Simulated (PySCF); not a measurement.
# CH7ClSi2: the cost of one run

The runs use PySCF 2.14.0, with density-fitted response routines of our own; the level of theory stands in each step. All values are computed, except where a source is named. Atoms count from 0, in the outputs and in this text.

### Step 1. The molecule as given

11 atoms, charge 0, multiplicity 1; geometry from: GFN2-xTB. The atoms were then displaced at random by about 0.01 Å, so the start is not that level's minimum.

Bonds of the start (Å): C0–Si1 1.88, Si1–Si2 2.31, Si2–Cl3 2.07, C0–H4 1.11, C0–H5 1.07, C0–H6 1.09, Si1–H7 1.46, Si1–H8 1.45, Si2–H9 1.49, Si2–H10 1.46.

### Step 2. Relaxing the molecule at PBE0-D3(BJ)/def2-SVP

Job settings and geometry (Å):

```
{"job": {"xc": "PBE0", "basis": "def2-SVP", "d3": "d3bj", "grid": 1, "shake": 0.01, "kind": "geom"}, "charge": 0, "multiplicity": 1}
C     -1.631040     0.111840     0.599740
Si    -0.323700    -0.626630    -0.526310
Si     1.684140     0.439670    -0.144870
Cl     3.282280    -0.829920    -0.477130
H     -1.738910     1.201820     0.424450
H     -1.432680    -0.014390     1.644980
H     -2.615840    -0.302710     0.400130
H     -0.268660    -2.064220    -0.274920
H     -0.760770    -0.458280    -1.900230
H      1.897440     0.929540     1.241700
H      1.945850     1.587470    -1.003200
```

Started as:

```console
$ OMP_NUM_THREADS=1 python probes_run.py task.json out
```

The driver reads the jobs from task.json and runs them one after another.

**Question.** How long does this first job take on 1 thread of Arm Neoverse V1, shared host, and how much memory does it need?

About 46 s, with a peak of 0.42 GiB.
